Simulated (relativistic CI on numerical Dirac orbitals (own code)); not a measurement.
# Hf³⁺: resonant inelastic X-ray scattering at the L2,3 edge

Aim: the energy losses and their intensities at the absorption maxima, by the Kramers-Heisenberg formula, for 6 crystal fields.

Method: Dirac-Coulomb-Breit CI, KLI orbitals optimised for each configuration, model QED (radiative potential, 1s self-energy scaled to tabulated hydrogen-like ionisation energies), valence Slater integrals scaled by 0.7, Kramers-Heisenberg scattering through one core-hole configuration in a parametric crystal field. Code: relativistic CI on numerical Dirac orbitals (own code) version 3.

### 1 The system

* ion: Hf³⁺ (Hf IV)
* nuclear charge: 72
* electrons: 69
* configurations: [Xe] 4f14 5d → [He] 2s2 2p5 3s2 3p6 3d10 4s2 4p6 4d10 4f14 5s2 5p6 5d2
* temperature: 300 K
* core-hole width: 5 eV
* field 1 (cm⁻¹): Oh, 10Dq = 7000
* field 2 (cm⁻¹): Oh, 10Dq = 15850
* field 3 (cm⁻¹): Oh, 10Dq = 24650
* field 4 (cm⁻¹): Oh, 10Dq = 33450
* field 5 (cm⁻¹): Oh, 10Dq = 42300
* field 6 (cm⁻¹): Oh, 10Dq = 51100

### 2 Field 1: Oh, 10Dq = 7000

Settings of the run:

```ini
atom Hf  Z=72  charge=3  electrons=69
nucleus A=180  rms_radius_fm=5.3470
hamiltonian dirac-coulomb  breit=on  qed=on  c_scale=1
orbitals kli  potential=per-configuration
slater_scale 0.7
correlation none
mixing on
configurations
  [Xe] 4f14 5d
  [He] 2s2 2p5 3s2 3p6 3d10 4s2 4p6 4d10 4f14 5s2 5p6 5d2
end
rixs L2,3 T=300 core_hole_width=5
crystal_field Oh 10Dq=7000
```

Started as:

```console
$ python run_levels.py task.json out
```

One command runs all members of the session, one after another, from task.json.

Results of the run (chosen fields of its result record, rounded):

```text
{
  "status": "converged",
  "incident [eV]": [9560.6, 10739.1],
  "losses [loss_eV, degeneracy, irrep, S, I1, I2]": [
    [4.781e-12, 4, "G8", 0.5, 3713, 611.7],
    [0.3482, 2, "G7", 0.5, 79.09, 2.904],
    [1.077, 4, "G8", 0.5, 100, 42.19]
  ],
  "ground_S": 0.5
}
```

It took 0.85 s on 1 thread of Intel Xeon Platinum 8488C, shared host.

### 3 Field 2: Oh, 10Dq = 15850

Settings: those of step 2 with these lines changed.

```diff
@@ -12,2 +12,2 @@
 rixs L2,3 T=300 core_hole_width=5
-crystal_field Oh 10Dq=7000
+crystal_field Oh 10Dq=15850
```

From the record:

```text
{
  "status": "converged",
  "incident [eV]": [9560.7, 10739.1],
  "losses [loss_eV, degeneracy, irrep, S, I1, I2]": [
    [7.229e-12, 4, "G8", 0.5, 3048, 524.2],
    [0.3196, 2, "G7", 0.5, 83.44, 2.633],
    [2.117, 4, "G8", 0.5, 100, 44.85]
  ],
  "ground_S": 0.5
}
```

Wall time 0.84 s (1 thread of Intel Xeon Platinum 8488C, shared host).

### 4 Field 3: Oh, 10Dq = 24650

Settings: those of step 3 with these lines changed.

```diff
@@ -12,2 +12,2 @@
 rixs L2,3 T=300 core_hole_width=5
-crystal_field Oh 10Dq=15850
+crystal_field Oh 10Dq=24650
```

From the record:

```text
{
  "status": "converged",
  "incident [eV]": [9561.1, 10738.6],
  "losses [loss_eV, degeneracy, irrep, S, I1, I2]": [
    [8.113e-12, 4, "G8", 0.5, 2428, 468.7],
    [0.3103, 2, "G7", 0.5, 66.05, 2.445],
    [3.19, 4, "G8", 0.5, 100, 32.78]
  ],
  "ground_S": 0.5
}
```

It took 0.84 s on 1 thread of Intel Xeon Platinum 8488C, shared host.

### 5 Field 4: Oh, 10Dq = 33450

Settings: those of step 4 with these lines changed.

```diff
@@ -12,2 +12,2 @@
 rixs L2,3 T=300 core_hole_width=5
-crystal_field Oh 10Dq=24650
+crystal_field Oh 10Dq=33450
```

From the record:

```text
{
  "status": "converged",
  "incident [eV]": [9559.2, 9562.2, 10738.0],
  "losses [loss_eV, degeneracy, irrep, S, I1, I2, I3]": [
    [8.561e-12, 4, "G8", 0.5, 1689, 1720, 374.7],
    [0.3057, 2, "G7", 0.5, 83.22, 34.76, 2.101],
    [4.271, 4, "G8", 0.5, 36.05, 100, 19.28]
  ],
  "ground_S": 0.5
}
```

Run time: 0.86 s. Hardware: 1 thread of Intel Xeon Platinum 8488C, shared host.

### 6 Field 5: Oh, 10Dq = 42300

Settings: those of step 5 with these lines changed.

```diff
@@ -12,2 +12,2 @@
 rixs L2,3 T=300 core_hole_width=5
-crystal_field Oh 10Dq=33450
+crystal_field Oh 10Dq=42300
```

From the record:

```text
{
  "status": "converged",
  "incident [eV]": [9558.4, 9563.0, 10737.5],
  "losses [loss_eV, degeneracy, irrep, S, I1, I2, I3]": [
    [8.832e-12, 4, "G8", 0.5, 1489, 1392, 333.3],
    [0.303, 2, "G7", 0.5, 85.09, 24.06, 1.973],
    [5.363, 4, "G8", 0.5, 21.52, 100, 13.08]
  ],
  "ground_S": 0.5
}
```

Run time: 0.87 s. Hardware: 1 thread of Intel Xeon Platinum 8488C, shared host.

### 7 Field 6: Oh, 10Dq = 51100

Settings: those of step 6 with these lines changed.

```diff
@@ -12,2 +12,2 @@
 rixs L2,3 T=300 core_hole_width=5
-crystal_field Oh 10Dq=42300
+crystal_field Oh 10Dq=51100
```

From the record:

```text
{
  "status": "converged",
  "incident [eV]": [9557.9, 9563.8, 10737.0],
  "losses [loss_eV, degeneracy, irrep, S, I1, I2, I3]": [
    [9.01e-12, 4, "G8", 0.5, 1357, 1207, 307.2],
    [0.3012, 2, "G7", 0.5, 84.26, 18.15, 1.887],
    [6.451, 4, "G8", 0.5, 15.06, 100, 9.309]
  ],
  "ground_S": 0.5
}
```

It took 0.9 s on 1 thread of Intel Xeon Platinum 8488C, shared host.

### 8 The fields side by side

| field | S, thermal mean | first incident energy (eV) | lowest loss over 0.08 eV (eV) | strongest such loss there (eV) | its level |
| --- | --- | --- | --- | --- | --- |
| 1: Oh | 0.50 | 9560.6 | 0.348 | 1.077 | G8, S = 0.5 |
| 2: Oh | 0.50 | 9560.7 | 0.320 | 2.117 | G8, S = 0.5 |
| 3: Oh | 0.50 | 9561.1 | 0.310 | 3.190 | G8, S = 0.5 |
| 4: Oh | 0.50 | 9559.2 | 0.306 | 0.306 | G7, S = 0.5 |
| 5: Oh | 0.50 | 9558.4 | 0.303 | 0.303 | G7, S = 0.5 |
| 6: Oh | 0.50 | 9557.9 | 0.301 | 0.301 | G7, S = 0.5 |

### 9 Summary of results

| quantity | value |
| --- | --- |
| incident energies, field 1 | 9560.6, 10739.1 eV |
| strongest loss over 0.08 eV, field 1 | 1.08 eV |
| share of spin-changing ones, field 1 | 0 % |

What this shows: In field 1 the strongest loss over 0.08 eV at the first resonance is 1.08 eV (G8, S = 0.5). The first incident energy is the lowest absorption maximum of each field and need not be the same resonance in all. Only the lowest levels kept in the record count, and labels are spin-orbit irreps. Polarisations are summed, and charge-transfer losses are outside the model.
